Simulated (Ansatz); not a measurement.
# Nb-Ag random alloys: a few random alloy cells with their mixing energies

Run with Ansatz 0.2.0 through its Python package.

`nb.py`
```python
from collections import Counter
import csv
import warnings

import ansatz
import numpy as np

MAX_SCF = 80
FUNCTIONAL = "r2scan"
VDW = "d4"
ECUT = 380
K_SPACING = 0.3
OCCUPATIONS = "fermi_dirac"
SIGMA = 0.1


def fcc(A, a):
    return (
        ansatz.Lattice.fcc(a)
        .space_group(225)
        .atom(A, (0, 0, 0))
        .primitive()
    )

A_FIRST, A_LAST = 4.19, 4.09


def ground_state(name, crystal):
    calc = crystal.calculation()
    calc = calc.scf(max_iterations=MAX_SCF)
    calc = calc.functional(FUNCTIONAL, dispersion=VDW).accuracy("medium")
    calc = calc.basis(ECUT, xc_grid=2)
    calc = calc.kpoints(spacing=K_SPACING)
    calc = calc.occupations(OCCUPATIONS, width=SIGMA).band_table()
    calc = calc.relax(force_tolerance=0.01, max_steps=60, cell=True)
    return calc.run(threads=1, backend="cpu")


def volume_per_atom(outcome):
    return abs(np.linalg.det(outcome.lattice.cell_ang)) / len(outcome.lattice.sites)


def counts(outcome):
    return Counter(site.symbol for site in outcome.lattice.sites)


def main() -> None:
    warnings.simplefilter("ignore", ansatz.DeckWarning)

    phases = {"Nb": fcc("Nb", A_FIRST), "Ag": fcc("Ag", A_LAST)}
    for k in [5]:
        a = A_FIRST + (A_LAST - A_FIRST) * k / 8
        supercell = fcc("Nb", a).supercell(2).resolved()
        for seed in [86, 29]:
            drawn = supercell.site_disorder().occupy("Nb", Nb=8 - k, Ag=k).random(seed=seed)
            phases[f"Nb{8 - k}Ag{k} seed {seed}"] = drawn.crystal

    done = {name: ground_state(name, crystal) for name, crystal in phases.items()}

    # mixing quantities against the straight line between the end members, both on this lattice
    x = {name: counts(o)["Ag"] / (counts(o)["Nb"] + counts(o)["Ag"]) for name, o in done.items()}
    first, last = min(x, key=x.get), max(x, key=x.get)
    energy = {name: o.report["energy_sigma0_ev"] / len(o.lattice.sites) for name, o in done.items()}
    volume = {name: volume_per_atom(o) for name, o in done.items()}
    rows = []
    for name in sorted(done, key=x.get):
        line = lambda table: (1 - x[name]) * table[first] + x[name] * table[last]
        rows.append((name, x[name], 1000 * (energy[name] - line(energy)), volume[name], 100 * (volume[name] / line(volume) - 1)))
    with open("random_alloy.csv", "w", newline="") as handle:
        writer = csv.writer(handle)
        writer.writerow(["cell", "x(Ag)", "E_mix (meV/atom)", "V (A^3/atom)", "excess V (%)"])
        writer.writerows([round(v, 4) if isinstance(v, float) else v for v in row] for row in rows)
    print(open("random_alloy.csv").read())


if __name__ == "__main__":
    main()
```

`python nb.py` gives:
```text
cell,x(Ag),E_mix (meV/atom),V (A^3/atom),excess V (%)
Nb,0.0,0.0,18.6926,0.0
Nb3Ag5 seed 86,0.625,262.0336,17.4355,-1.1049
Nb3Ag5 seed 29,0.625,296.7678,17.4207,-1.1889
Ag,1.0,0.0,16.9929,0.0
```

Notes:
- These settings explore the input space; cutoff and mesh may be short of convergence.
- The cutoff lies under the one recommended for these potentials.
- Dispersion corrections can be off by several per cent in the lattices of metals, and by several GPa in the pressure at a fixed cell.
- For the metals among these phases the mesh is modest: differences between phases can be off by up to 40 meV an atom.
- Cells of eight mixed sites are far from the random limit, and both end members stand on the same lattice, which need not be their own. Differences under about 40 meV an atom lie within the error of mesh and functional.
- The cells are prototypes set up for this calculation and needn't exist.
- The script silences the warnings on its input, which a real study should read.
- Finished in 2.3 min on 1 thread of Intel(R) Xeon(R) 6975P-C (Granite Rapids), on a shared host, peak memory 0.64 GiB.
